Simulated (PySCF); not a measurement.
# C7H10NO: the cost of one run

The runs use PySCF 2.14.0, with density-fitted response routines of our own; the level of theory stands in each step. All values are computed, except where a source is named. Atoms count from 0, in the outputs and in this text.

### Step 1. The molecule as given

19 atoms, charge 1, multiplicity 1; geometry from: GFN2-xTB. The atoms were then displaced at random by about 0.01 Å, so the start is not that level's minimum.

Bonds of the start (Å): C0–O1 1.44, O1–C2 1.35, C2–C3 1.39, C3–C4 1.42, C4–C5 1.40, C5–C6 1.38, C6–N7 1.48, C6–C8 1.37, C8–C2 1.40, C0–H9 1.07, C0–H10 1.09, C0–H11 1.10, C3–H12 1.03, C4–H13 1.06, C5–H14 1.09, N7–H15 1.04, N7–H16 1.04, N7–H17 1.04, C8–H18 1.06.

### Step 2. Optimising the geometry at PBE0-D3(BJ)/def2-SVP

Job settings and geometry (Å):

```
{"job": {"xc": "PBE0", "basis": "def2-SVP", "d3": "d3bj", "grid": 1, "shake": 0.01, "kind": "geom"}, "charge": 1, "multiplicity": 1}
C      3.186270     0.665710    -0.224690
O      1.905300     1.070760     0.304430
C      0.817380     0.314170     0.067160
C      0.851940    -0.862980    -0.675310
C     -0.361400    -1.572940    -0.854990
C     -1.552100    -1.117580    -0.287660
C     -1.510650     0.044690     0.453170
N     -2.761290     0.549570     1.070740
C     -0.364720     0.774890     0.662470
H      3.479420    -0.281620     0.170690
H      3.130110     0.661390    -1.311890
H      3.872620     1.457730     0.103140
H      1.694320    -1.228670    -1.132090
H     -0.371680    -2.471210    -1.418560
H     -2.466210    -1.687610    -0.428270
H     -2.796780     1.586720     1.067980
H     -3.587850     0.188220     0.561070
H     -2.851880     0.241420     2.062190
H     -0.343530     1.674400     1.219430
```

Run with:

```
OMP_NUM_THREADS=1 python probes_run.py task.json out
```

One launch serves the whole session: the jobs run in the order shown.

**Question.** How long does this first job take on 1 thread of Arm Neoverse V1, shared host, and how much memory does it need?

About 1.9 min, with a peak of 0.72 GiB.
